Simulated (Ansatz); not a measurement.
# SiSe (P-6m2) in Ansatz: further runs, part 2 of 2

Ansatz 0.2.0.

### 5 Band structure, PBE

input.yaml

```yaml
crystal:
  lattice:
    - [3.5952, 0.0, 0.0]
    - [-1.7976, 3.11353, 0.0]
    - [0.0, 0.0, 3.59873]
  atoms:
    - { symbol: Si, position: [0.66667, 0.33333, 0.5] }
    - { symbol: Se, position: [0.0, 0.0, 0.0] }
hamiltonian:
  xc: pbe
  pseudopotentials: { kind: paw, source: ansatz }
kpoints:
  mp_grid: { grid: [9, 9, 7] }
  band_path:
    path:
      - [[0.0, 0.0, 0.0], [0.5, 0.0, 0.0], [0.3333333333, 0.3333333333, 0.0], [0.0, 0.0, 0.0], [0.0, 0.0, 0.5], [0.5, 0.0, 0.5], [0.3333333333, 0.3333333333, 0.5], [0.0, 0.0, 0.5]]
      - [[0.5, 0.0, 0.5], [0.5, 0.0, 0.0]]
      - [[0.3333333333, 0.3333333333, 0.0], [0.3333333333, 0.3333333333, 0.5]]
    npoints: 14
scf:
  occupations: { method: fermi_dirac, width: 0.05 }
  n_extra_bands: 6
output:
  forces: true
  stress: true
  eigenvalues: true
  fatbands: false
```

Potentials or basis: Ansatz PAW earlier set.

Launch:

```console
ansatz run input.yaml --threads 2 --pin off --max-ram 5632MiB --backend cpu --events-out ev --progress --plain --runs-dir out
```

The program printed:

```text
Warning: the atoms were moved onto the symmetric positions of the space group found under crystal.symmetry.tolerance 1.0e-5 (fractional; no operation is sought that the atoms, as they stand in a round, miss by more than twice it, and no atom is moved by as much as it), and the run uses the moved positions. Before a round's move an operation carried an atom to 1.80e-5 Å from where it should land, the largest such distance. Atom 0 (counting from 0) moved farthest, by 2.08e-5 Å; the longest move in fractions of the cell, of whichever atom, is 0.47 of the tolerance, in 1 round. To run the atoms as typed, lower crystal.symmetry.tolerance until the operations that they miss are no longer found, or set crystal.symmetry.detect: false (a key that needs symmetry detection or time reversal refuses this as the deck is read). The positions used, in the order of the run's atom list: position: [0.6666666666666667, 0.3333333333333333, 0.5]; position: [5.5510939473021013e-17, -1.8503646491007004e-17, 0.0]; The lattice was moved too: crystal.lattice keeps the space group found at crystal.symmetry.tolerance 1.0e-5 only nearly: the operation that it misses by the most changes a squared length by the fraction 2.52e-6. The run uses the lattice that is a stretch of the typed one, with no rotation, onto the one that keeps every operation to a double's rounding (on a very oblique basis the stretch itself rounds by more); the deck's lattice vector that moved farthest moved by 2.62e-6 Å. To run the lattice as typed, set crystal.symmetry.tolerance under 2.52e-6, the least fraction by which an operation that the lattice misses changes a squared length (the same key also sets how far an atom may lie from its image, so lowering it can lose operations that the atoms keep only within it), or set crystal.symmetry.detect: false, as for the atoms. crystal.lattice made exact, in Å and degrees: [[3.5951973836309277, 0.0, 0.0], [-1.7975986918154638, 3.1135322658437317, 0.0], [0.0, 0.0, 3.59873]]. Pasted over the deck's crystal.lattice, beside positions in fractional coordinates, it runs the same cell (given as lengths and angles, that cell in the form's own orientation, a rigid turn of the misfit's size from the one run here, for which a checkpoint.post_process_only pass over this run's state can be refused: where this run relaxes nothing, give such a pass this deck's own crystal.lattice, as typed; behind a relaxation, as crystal.lattice, the state's own cell, identity.cell in its checkpoint.json), and a matrix so pasted ends this notice, except on a very skew basis of the lattice, where the rounding of the pasted numbers themselves can read as a misfit: the cell is then moved again, and that move is told again. The lattice as run is in this notice's lattice.as_run_ang field (Run.prep()["deck_notices"] in Python, the deck_notice line of an events file, deck_notices of ansatz run --dry-run=json, or deck_notices in record.json in the deck's checkpoint.write directory).
Warning: RAYON_NUM_THREADS=2 ignored (pool sized by the plan → 2); use --threads N
scf.n_extra_bands = 6 over 10 filled bands (N_el = 20.0): the run solves 16 bands
Engine: ansatz 0.2.0, x86_64-unknown-linux-gnu
Pseudopotentials: kind: paw
Pseudopotential: Si, paw, valence charge 4, recommended cutoff 460 eV (normal), Si.paw.azcp
Pseudopotential: Se, paw, valence charge 16, recommended cutoff 580 eV (normal), Se.paw.azcp
Functional definition: PBE
  parameter kappa = 0.804
  parameter beta = 0.06672455060314922
  exchange = pbe_x(kappa = kappa, mu = beta*pi^2/3)
  correlation = pbe_c(beta = beta)
Crystal: 2 atoms, lattice volume = 40.283 Å³
Basis set: ecut = 580 eV, 1233 PW (Γ), exchange–correlation on 60×60×60 points (8 copies of the dense FFT grid, shifted against one another)
Bands: 16, of which v1, the nominal top of the filled ones, is band 10 counted from 1 (9 counted from 0)
Symmetry: 12 space group operations
Space group: P-6m2 (ITA 187), of the structure as read, at distance tolerance 3.4e-5 Å
k-points: 48 of 567 (time reversal used)
Non-local potential: Si, projectors of the file, l = 0: 2, l = 1: 3, l = 2: 1
Non-local potential: Se, projectors of the file, l = 0: 2, l = 1: 2, l = 2: 3, l = 3: 1
PAW form: soft (Blöchl's): semilocal exchange-correlation on the pseudo side does not see the compensation charge
PAW one-centre angular grid: Si, 110 points (default); XC on 64 Gauss nodes
[... 17 lines left out ...]
Internal energy: -6104.337106 eV  (E = F + TS)
E sigma→0 (E₀):  -6104.341023 eV
Entropy (-TS):   -0.007833 eV (-3.917 meV/atom)
Fermi energy:    9.764860 eV
--- Per-component energies (eV) ---
  E_band       = -349.480875
  E_kinetic    = 213.871450
  E_local      = -2574.280029  (includes V_loc(G=0)·N_el)
  E_nonlocal   = -612.628676
  E_hartree    = 1001.844256
  E_xc         = -215.101180
  E_vxc        = -151.789858  (∫ρ·V_xc dr)
  E_paw        = -2093.655173  (= ΣΔE_a)
  E_vpaw       = 771.656456  (= ΣTr[D̂ρ^β])
  E_aug_tail   = -0.000194  (compensation charges beyond the density's cutoff)
  E_ewald      = -1824.387560
  E_smearing   = -0.007833  (= −TS)
  E_closure    = 0.000000  (closes the sum)
  Σ components = -6104.344939   (vs F -6104.344939, Δ=0.00e0)
--- Forces (eV/Å), atoms counted from 1 ---
  atom   1  Si    -0.00000000     0.00000000     0.00000000
  atom   2  Se    -0.00000000     0.00000000     0.00000000
  max |Σ_I F_I| component: 2.22e-16 eV/Å
--- Stress (GPa, compression-positive) ---
        0.100322      -0.000000       0.000000
        0.000000       0.100322       0.000000
        0.000000       0.000000       0.869994
  P = ⅓ Tr σ = 0.3569 GPa (3.569 kbar)
--- Band table (eV; the first three rows and the last of 48) ---
  k-point 0: bands = ["-38.5399", "-38.5286", "-38.5286", "-38.5019", "-38.5019", "-5.5618", "4.9659", "6.0087", "7.9145", "7.9145", "12.5664", "12.5664", "13.1932", "16.4279", "17.7149", "20.3256"]
  k-point 1: bands = ["-38.5396", "-38.5287", "-38.5287", "-38.5019", "-38.5019", "-5.3956", "3.2039", "7.6250", "8.0676", "8.0676", "12.6343", "12.6343", "13.8868", "15.8344", "17.9398", "18.3384"]
  k-point 2: bands = ["-38.5391", "-38.5288", "-38.5288", "-38.5019", "-38.5019", "-4.9488", "1.2744", "8.4726", "8.4726", "9.2648", "12.6789", "12.6789", "13.8807", "16.5634", "16.8484", "16.8484"]
  k-point 47: bands = ["-38.5379", "-38.5293", "-38.5292", "-38.5011", "-38.5010", "-3.0795", "3.0688", "3.9095", "4.6492", "5.5067", "8.0325", "15.4330", "15.9930", "19.1109", "20.6586", "21.2979"]
```

bands.tsv:

```text
# k_distance	band_0	band_1	band_2	band_3	band_4	band_5	band_6	band_7	band_8	band_9	band_10	band_11	band_12	band_13	band_14	band_15
# fermi_ev = 9.764860
# lock_threshold_ev = 1e-6
[... 144 lines left out ...]
7.945198	-48.302820	-48.294122	-48.294075	-48.265990	-48.265892	-12.895718	-7.004286	-5.678905	-4.680330	-4.460398	-1.400775	5.567887	6.005570	9.034883	11.309394	11.731449
8.007554	-48.302741	-48.294143	-48.294095	-48.265988	-48.265890	-12.844328	-6.696045	-5.855347	-5.115650	-4.258172	-1.732354	5.668124	6.228118	9.346024	10.893779	11.533012
8.069909	-48.302693	-48.294156	-48.294107	-48.265987	-48.265889	-12.811605	-6.377075	-5.963356	-5.511009	-4.104838	-1.963503	5.728714	6.366440	9.671136	10.501588	11.399262
8.132264	-48.302676	-48.294160	-48.294111	-48.265987	-48.265889	-12.800362	-6.160872	-5.999736	-5.752698	-4.045438	-2.048873	5.749009	6.413504	9.904513	10.245328	11.352801
```

Wall time 4.3 s (2 threads of Intel Xeon Platinum 8259CL at 2.50GHz (Skylake/Cascade Lake), shared host); peak memory 0.42 GiB.

What came out:

| Property | Result |
| --- | --- |
| Free energy | -6104.3449 eV |
| Pressure | 0.4 GPa |
| Band gap on the k mesh | none (metal or under the smearing width) |

Stress tensor (GPa, compression positive):
```
0.10 0.00 0.00
0.00 0.10 0.00
0.00 0.00 0.87
```

Levels at the corners of the path, in eV from the Fermi level:
| point | band 8 | band 9 | band 10 | band 11 | band 12 | band 13 |
| --- | --- | --- | --- | --- | --- | --- |
| Γ | -3.76 | -1.85 | -1.85 | 2.80 | 2.80 | 3.43 |
| M | -3.45 | -1.99 | -1.87 | 1.84 | 1.87 | 3.53 |
| K | -5.91 | -1.64 | 1.17 | 1.27 | 1.61 | 3.63 |
| Γ | -3.76 | -1.85 | -1.85 | 2.80 | 2.80 | 3.43 |
| A | -0.79 | -0.79 | 1.46 | 2.04 | 2.64 | 2.64 |
| L | -6.12 | -5.39 | -1.98 | 0.90 | 2.50 | 2.51 |
| H | -6.00 | -5.75 | -4.05 | -2.05 | 5.75 | 6.41 |
| A | -0.79 | -0.79 | 1.46 | 2.04 | 2.64 | 2.64 |
| L | -6.12 | -5.39 | -1.98 | 0.90 | 2.50 | 2.51 |
| M | -3.45 | -1.99 | -1.87 | 1.84 | 1.87 | 3.53 |
| K | -5.91 | -1.64 | 1.17 | 1.27 | 1.61 | 3.63 |
| H | -6.00 | -5.75 | -4.05 | -2.05 | 5.75 | 6.41 |

### 6 Band structure, PBE

input.yaml, as its differences from that of step 5:

```diff
@@ -10,3 +10,3 @@
   xc: pbe
-  pseudopotentials: { kind: paw, source: ansatz }
+  pseudopotentials: { kind: nc }
 kpoints:
```

Potentials or basis: Ansatz NC.

Launch:

```console
ansatz run input.yaml --threads 2 --pin off --max-ram 5632MiB --backend cpu --events-out ev --progress --plain --runs-dir out
```

Wall time 9.7 s (2 threads of Intel Xeon Platinum 8259CL at 2.50GHz (Skylake/Cascade Lake), shared host); peak memory 0.49 GiB.

Results (log left out):

| Property | Result |
| --- | --- |
| Free energy | -3413.6148 eV |
| Pressure | 0.3 GPa |
| Band gap on the k mesh | none (metal or under the smearing width) |

Stress tensor (GPa, compression positive):
```
0.07 0.00 0.00
0.00 0.07 0.00
0.00 0.00 0.84
```

Levels at the corners of the path, in eV from the Fermi level:
| point | band 7 | band 8 | band 9 | band 10 | band 11 | band 12 | band 13 | band 14 |
| --- | --- | --- | --- | --- | --- | --- | --- | --- |
| Γ | -4.80 | -3.76 | -1.85 | -1.85 | 2.80 | 2.80 | 3.42 | 6.66 |
| M | -8.84 | -3.45 | -1.99 | -1.87 | 1.84 | 1.87 | 3.52 | 5.36 |
| K | -8.68 | -5.91 | -1.64 | 1.17 | 1.27 | 1.61 | 3.63 | 6.71 |
| Γ | -4.80 | -3.76 | -1.85 | -1.85 | 2.80 | 2.80 | 3.42 | 6.66 |
| A | -9.94 | -0.79 | -0.79 | 1.46 | 2.04 | 2.64 | 2.64 | 7.25 |
| L | -7.29 | -6.12 | -5.39 | -1.98 | 0.90 | 2.49 | 2.51 | 10.73 |
| H | -6.16 | -6.00 | -5.75 | -4.05 | -2.05 | 5.75 | 6.41 | 9.90 |
| A | -9.94 | -0.79 | -0.79 | 1.46 | 2.04 | 2.64 | 2.64 | 7.25 |
| L | -7.29 | -6.12 | -5.39 | -1.98 | 0.90 | 2.49 | 2.51 | 10.73 |
| M | -8.84 | -3.45 | -1.99 | -1.87 | 1.84 | 1.87 | 3.52 | 5.36 |
| K | -8.68 | -5.91 | -1.64 | 1.17 | 1.27 | 1.61 | 3.63 | 6.71 |
| H | -6.16 | -6.00 | -5.75 | -4.05 | -2.05 | 5.75 | 6.41 | 9.90 |

### 7 Summary

```tsv
potentials or basis	cutoff (eV)	gap on the mesh (eV)	pressure (GPa)
SPMS NC	816	none	0.3
PseudoDojo standard (PBE files)	1170	none	0.3
PseudoDojo stringent (PBE files)	1415	none	0.4
Ansatz PAW earlier set	580	none	0.4
Ansatz NC	1170	none	0.3
```

Alike in all rows: task band structure; level PBE; no spin polarisation; cell as given; k mesh 9 × 9 × 7; smearing fermi-dirac 0.05 eV.

Absolute energies hang on the potentials; compare differences alone.
